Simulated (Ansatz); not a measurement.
Write a Python script for the Ansatz DFT code, driven from Python that makes a geometry optimisation of ClFH2OSSi, SMILES O[Si](F)(S)Cl. Level of theory: PBE0, def2-SVP basis, multiplicity 1.

| atom | x (Å) | y (Å) | z (Å) |
| --- | --- | --- | --- |
| O | -1.1854 | -0.1099 | 0.7708 |
| Si | 0.3416 | -0.0441 | 0.2789 |
| F | 1.0734 | -1.2129 | 1.0351 |
| S | 0.4816 | -0.3392 | -1.8199 |
| Cl | 1.0969 | 1.7766 | 0.7541 |
| H | -1.5325 | -0.9190 | 1.0614 |
| H | -0.2144 | 0.7805 | -2.1260 |

`opt_clfh2ossi.py`
```python
"""Geometry optimisation of ClFH2OSSi."""

import ansatz as az
import numpy as np

SETTINGS = {
    "basis": "def2-SVP",
    "xc": "pbe0",
}

GEOMETRY = """
O    -1.18540   -0.10990    0.77080
Si    0.34160   -0.04410    0.27890
F     1.07340   -1.21290    1.03510
S     0.48160   -0.33920   -1.81990
Cl    1.09690    1.77660    0.75410
H    -1.53250   -0.91900    1.06140
H    -0.21440    0.78050   -2.12600
"""


def main() -> None:
    clfh2ossi = az.Crystal.molecule()
    for line in GEOMETRY.strip().splitlines():
        symbol, *xyz = line.split()
        clfh2ossi = clfh2ossi.atom(symbol, [float(v) for v in xyz])

    calculation = (
        clfh2ossi.calculation()
        .basis(gaussian=SETTINGS["basis"])
        .functional(SETTINGS["xc"])
    )
    symbols = [site.symbol for site in clfh2ossi.cartesian_sites]
    start = np.array([site.position_ang for site in clfh2ossi.cartesian_sites], dtype=float)
    r = calculation.relax(force_tolerance=0.02, max_steps=100).run(threads=1, backend="cpu").report
    end = np.array(r["positions_ang"])

    print(f"E = {r['free_energy_ev']:.6f} eV = {r['free_energy_ev'] / 27.211386246:.7f} Ha")
    print("converged:", r["converged"], " doubts:", r["published_state_doubts"] or "none")

    print("bond        before    after (A)")
    for i, j in [(0, 1), (0, 5), (1, 2), (1, 3), (1, 4), (3, 6)]:
        d0, d1 = (np.linalg.norm(xyz[i] - xyz[j]) for xyz in (start, end))
        print(f"{symbols[i]}{i}-{symbols[j]}{j}".ljust(10), f"{d0:8.4f} {d1:8.4f}")
    with open("clfh2ossi_opt.xyz", "w") as handle:
        handle.write(f"{len(symbols)}\nrelaxed ClFH2OSSi\n")
        handle.writelines(f"{s:2s} {x:11.6f} {y:11.6f} {z:11.6f}\n" for s, (x, y, z) in zip(symbols, end))


if __name__ == "__main__":
    main()
```

```console
$ python opt_clfh2ossi.py
E = -36007.846872 eV = -1323.2639655 Ha
converged: True  doubts: none
bond        before    after (A)
O0-Si1       1.6056   1.6376
O0-H5        0.9271   0.9632
Si1-F2       1.5727   1.6105
Si1-S3       2.1241   2.1186
Si1-Cl4      2.0276   2.0362
S3-H6        1.3535   1.3511
```

File `clfh2ossi_opt.xyz` afterwards:
```text
7
relaxed ClFH2OSSi
O    -1.147065   -0.065953    0.942180
Si    0.366562   -0.025184    0.318372
F     1.287712   -1.176756    0.965670
S     0.456326   -0.406630   -1.763644
Cl    1.122861    1.789040    0.850191
H    -1.689463   -0.827264    0.709887
H    -0.335733    0.644746   -2.068257
```

Reading the output:
- Total energies depend on the basis set; only differences at equal settings carry meaning.
- The end point is the stationary point reached from this start; no frequency run checks that it is a minimum, and the basis set is modest.
- Wall time of the script: 57 s on 1 thread of Arm Neoverse V2, on a shared host, peak memory 0.27 GiB.

(Lines on the test bed's own set-up are left out of the output.)
